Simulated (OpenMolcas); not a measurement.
# Er³⁺ among point charges: CASSCF levels and susceptibility

Aim: the splitting of the states of Er³⁺ in the field of 8 point charges, its lowest levels with spin-orbit coupling and its magnetic susceptibility.

The numbers are computed with OpenMolcas 26.06 (state-averaged CASSCF, spin-orbit coupling by RASSI with atomic mean-field integrals), except any that are marked as measured or tabulated.

**1. The system**

```
Species                           : Er³⁺ (erbium, Z = 68, 65 electrons)
Basis                             : ANO-RCC-VDZP [7s6p4d2f1g], 68 functions
Scalar Hamiltonian                : DKH2, point nucleus
Inactive shells                   : 1s 2s 2p 3s 3p 3d 4s 4p 4d 5s 5p
Active space                      : 11 electrons in 7 orbitals (4f)
Some configurations of this space : 4f11
Orbitals                          : optimised for the highest spin of each parity, averaged over all roots
```

The outer shells:

4f11
```
4f [↑↓][↑↓][↑↓][↑↓][↑ ][↑ ][↑ ]
```

The ion sits among 8 point charges of -1 e arranged as a cube (Oh), 2.61 Å from the ion.

The work runs as a chain of OpenMolcas steps in one folder; each step below is one input file. Labels, J, g values, rates, χT and fits are worked out afterwards by a script from the matrices that RASSI stores. The input lists half of the charges; inversion (Group=XYZ) makes the rest.

**2. One- and two-electron integrals**

Contents of a.inp:

```
&GATEWAY
Coord
1

Er 0.0 0.0 0.0
Basis=ANO-RCC-VDZP
Group=XYZ
NoMove
AngMom=0.0 0.0 0.0
AMFI
XField
4 Angstrom 0
1.506884 1.506884 1.506884 -1.000000
1.506884 1.506884 -1.506884 -1.000000
1.506884 -1.506884 1.506884 -1.000000
1.506884 -1.506884 -1.506884 -1.000000
&SEWARD
```

**3. Reference wave functions, quartets of odd parity, 35 roots**

Contents of a.inp:

```
&RASSCF
FileOrb=start.orb
Symmetry=2
Spin=4
nActEl=11 0 0
Inactive=15 12
Ras2=0 7
CIRoot=35 35 1
SDav=35
CIMx=300
Iter=120 100
PrWF=0.3
OrbListing=Nothing
MaxOrb=0
>>> COPY $Project.JobIph JOB001
```

start.orb holds the contracted functions of the basis, ordered by shell, or the orbitals of the step before.

**4. Reference wave functions, doublets of odd parity, 112 roots**

Contents of a.inp:

```
&RASSCF
FileOrb=start.orb
Symmetry=2
Spin=2
nActEl=11 0 0
Inactive=15 12
Ras2=0 7
CIRoot=112 112 1
SDav=112
CIMx=300
Iter=120 100
PrWF=0.3
OrbListing=Nothing
MaxOrb=0
CIOnly
>>> COPY $Project.JobIph JOB002
```

**5. RASSI: spin-orbit coupling between the states**

Contents of a.inp:

```
&RASSI
NrOfJobIphs=2 30 73
1 2 3 4 5 6 7 8 9 10 11 12 13 14 15 16 17 18 19 20 21 22 23 24 25 26 27
28 29 30
1 2 3 4 5 6 7 8 9 10 11 12 13 14 15 16 17 18 19 20 21 22 23 24 25 26 27
28 29 30 31 32 33 34 35 36 37 38 39 40 41 42 43 44 45 46 47 48 49 50 51
52 53 54 55 56 57 58 59 60 61 62 63 64 65 66 67 68 69 70 71 72 73
IphNames
JOB001
JOB002
EJob
SpinOrbit
DIPRint=1.0
SOCoupling=1000.0
Subsets=2
Property=9
'ANGMOM' 1 'ANGMOM' 2 'ANGMOM' 3 'MLTPL  1' 1 'MLTPL  1' 2 'MLTPL  1' 3
'AMFI' 1 'AMFI' 2 'AMFI' 3
SOProperty=3
'ANGMOM' 1 'ANGMOM' 2 'ANGMOM' 3
```

Q: Predict the outcome of this session. Wanted: spin-free ground state; first state of the same spin within the active space; lowest level; next level.

**Answer**, as computed:

| quantity | value |
| --- | --- |
| method | CASSCF |
| spin-free ground state | 4E, 2-fold in its orbital part |
| first state of the same spin within the active space | 4T2 at 4.08 cm⁻¹ |
| lowest level | 2-fold Γ6, g = 5.99, 5.99, 5.99 |
| next level | 8.5 cm⁻¹ |
| χT at 300 K | 11.43 cm³ K/mol |
| effective moment at 300 K | 9.56 μB |

**Reading.** The spin-free ground state (4E) comes to 100 % from free-ion I terms and keeps the highest spin of the shell. The doublets rest on orbitals optimised for another spin in at least one step, which raises them against the optimised states. Not all states of the active space went into the spin-orbit step. High states of lower spin are left out of the spin-orbit mixing, and CASSCF puts spin-flip levels too high. This is an electrostatic model: the charges have no orbitals.
